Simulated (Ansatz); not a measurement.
# InH2(SiH3) (InSiH5): structure and electronic state

What does InH2(SiH3) (InSiH5) look like as a singlet, and where do its frontier electrons sit?

The runs use Ansatz 0.2.0, Gaussian basis; RKS PBE0-D4/def2-TZVP.

Plan: relaxation at PBE-D4/def2-TZVP; a single point at PBE0-D4/def2-TZVP; harmonic vibrations at PBE-D4/def2-TZVP.

3 further runs of the same task are left out: 3 set aside as unsound or not needed. Runs told in other sessions of the task aren't counted.

## Step 1: The system as given

7 atoms, charge 0, spin multiplicity 1.

Atoms are counted from 1 here; the program's logs count them from 0.

Bond lengths: In1–H2 1.777 Å, In1–H3 1.777 Å, In1–Si4 2.590 Å, Si4–H5 1.474 Å, Si4–H6 1.474 Å, Si4–H7 1.474 Å. Angles: H2–In1–H3 106.1°, H2–In1–Si4 126.9°, H3–In1–Si4 127.1°, In1–Si4–H5 110.7°, In1–Si4–H6 110.7°, In1–Si4–H7 111.6°, H5–Si4–H6 108.1°, H5–Si4–H7 107.8°, H6–Si4–H7 107.8°.

Geometry (Å):

```xyz
7
charge 0, multiplicity 1
In    0.6962    1.2164    0.0084
H     2.4587    1.4350    0.0531
H    -0.0014    2.8500   -0.0235
Si   -0.5913   -1.0313   -0.0100
H    -1.9072   -0.8838    0.6386
H     0.1628   -2.0690    0.7169
H    -0.8178   -1.5173   -1.3836
```

In takes a core potential in the def2 sets. No spin-orbit coupling is included.

The start is a GFN2-xTB geometry.

## Step 2: Optimising with PBE-D4/def2-TZVP

in.yaml

```yaml
crystal:
  periodic: [false, false, false]
  atoms:
    - {symbol: In, position_ang: [0.696160, 1.216390, 0.008410]}
    - {symbol: H, position_ang: [2.458730, 1.435020, 0.053130]}
    - {symbol: H, position_ang: [-0.001410, 2.849990, -0.023500]}
    - {symbol: Si, position_ang: [-0.591310, -1.031350, -0.010010]}
    - {symbol: H, position_ang: [-1.907190, -0.883830, 0.638570]}
    - {symbol: H, position_ang: [0.162820, -2.068960, 0.716940]}
    - {symbol: H, position_ang: [-0.817790, -1.517270, -1.383550]}
basis:
  gaussian: {orbitals: def2-TZVP}
hamiltonian: {xc: pbe, dispersion: d4}
scf: {lower_state_search: "off"}
output: {orbitals: {seedname: orbitals}}
relax: {f_tol: 0.02, max_steps: 100}
```

The run is started by

```sh
$ ansatz run in.yaml --threads 4 --pin off --events-out ev --progress --plain --max-ram 3916MiB
```

After this run come: Single point, PBE0-D4/def2-TZVP; Vibrations by finite differences.

Q: Predict the results of all the runs planned. Wanted: point group; In–Si bond; HOMO, LUMO at PBE0-D4/def2-TZVP; dipole at PBE-D4/def2-TZVP; lowest, highest wavenumber.

As calculated:

| quantity | value |
| --- | --- |
| point group | Cs |
| In–Si bond | 2.586 Å |
| HOMO, LUMO at PBE0-D4/def2-TZVP | -7.37, -2.14 eV |
| dipole at PBE-D4/def2-TZVP | 0.09 D |
| lowest, highest wavenumber | 25, 2159 cm⁻¹ |

**Reading.** The molecule keeps its bonding pattern by the stored test; the atoms moved 0.09 Å (rms). All wavenumbers are real: a minimum at this level. The HOMO lies nearest to Si4 32 %; In1 24 % and the LUMO to In1 55 %; H2, H3 about 14 % each. The point group is read from a loosely relaxed geometry; soft torsions can leave it below the true symmetry.
